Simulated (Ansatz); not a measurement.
# HfZrS4: the cost of one run

Computed with Ansatz 0.2.0 (DFT PBE, scalar-relativistic, plane waves, PAW, unless a step's input says otherwise).

1 further run of the same task is left out (set aside as unsound or not needed).

### Step 1. The system as given

The structure is trigonal, space group P-3m1 (No. 164). Conventional cell: a = 3.668 Å, b = 3.668 Å, c = 13.589 Å, α = 90.00°, β = 90.00°, γ = 120.00°. Zr (site symmetry -3m) has 6 S at 2.57 Å as nearest neighbours. Around Hf (site symmetry -3m) lie 6 S at 2.56 Å. S (site symmetry 3m) is surrounded by 3 Hf at 2.56 Å. S (site symmetry 3m) is surrounded by 3 Zr at 2.57 Å.

As a file:

```
CELL_PARAMETERS angstrom
3.66817 0.00000 0.00000
-1.83408 3.17673 0.00000
0.00000 0.00000 13.58935
ATOMIC_POSITIONS crystal
Zr 0.00000 0.00000 0.00000
Hf 0.00000 0.00000 0.50000
S 0.66667 0.33333 0.39410
S 0.66667 0.33333 0.89283
S 0.33333 0.66667 0.10717
S 0.33333 0.66667 0.60590
```

The cell was relaxed beforehand at this level, from a generated guess; it is a trial structure. At a tolerance of 0.02 Å it has space group P-3m1 (No. 164); it has 26.39 Å³/atom, an uncorrected energy of -1.57 eV/atom over the elements.

### Step 2. Static run: bands, density of states and charges

input.yaml

```yaml
crystal:
  lattice:
    - [3.6681666455, 0.0, 0.0]
    - [-1.8340833228, 3.1767255003, 0.0]
    - [0.0, 0.0, 13.5893477152]
  atoms:
    - { symbol: Zr, position: [0.0, 0.0, 0.0] }
    - { symbol: Hf, position: [0.0, 0.0, 0.5] }
    - { symbol: S, position: [0.6666666667, 0.3333333333, 0.3941031655] }
    - { symbol: S, position: [0.6666666667, 0.3333333333, 0.8928295379] }
    - { symbol: S, position: [0.3333333333, 0.6666666667, 0.1071704621] }
    - { symbol: S, position: [0.3333333333, 0.6666666667, 0.6058968345] }
basis:
  ecutwfc: 420
kpoints:
  mp_grid: { grid: [12, 12, 2] }
  band_path:
    path:
      - [[0.0, 0.0, 0.0], [0.5, 0.0, 0.0], [0.33333333, 0.33333333, 0.0], [0.0, 0.0, 0.0], [0.0, 0.0, 0.5], [0.5, 0.0, 0.5], [0.33333333, 0.33333333, 0.5], [0.0, 0.0, 0.5]]
      - [[0.5, 0.0, 0.5], [0.5, 0.0, 0.0]]
      - [[0.33333333, 0.33333333, 0.5], [0.33333333, 0.33333333, 0.0]]
    npoints: 14
hamiltonian:
  xc: pbe
scf:
  occupations: { method: gaussian, width: 0.02 }
  n_extra_bands: 15
output:
  forces: true
  stress: true
  eigenvalues: true
  populations: true
  dos: { projected: true, de: 0.02, nscf_kmesh: { grid: [18, 18, 3] } }
  bader: true
  write_density: true
  write_potential: true
  elf: true
  volumetric_format: npy
```

On the command line:

```sh
> ansatz run input.yaml --threads 1 --pin off --max-ram 2560MiB --backend cpu --events-out ev --progress --plain --runs-dir out
```

Q: Estimate wall time and peak memory on 1 thread of Arm Neoverse V1, shared host.

About 2.2 min, with a peak of 0.75 GiB.
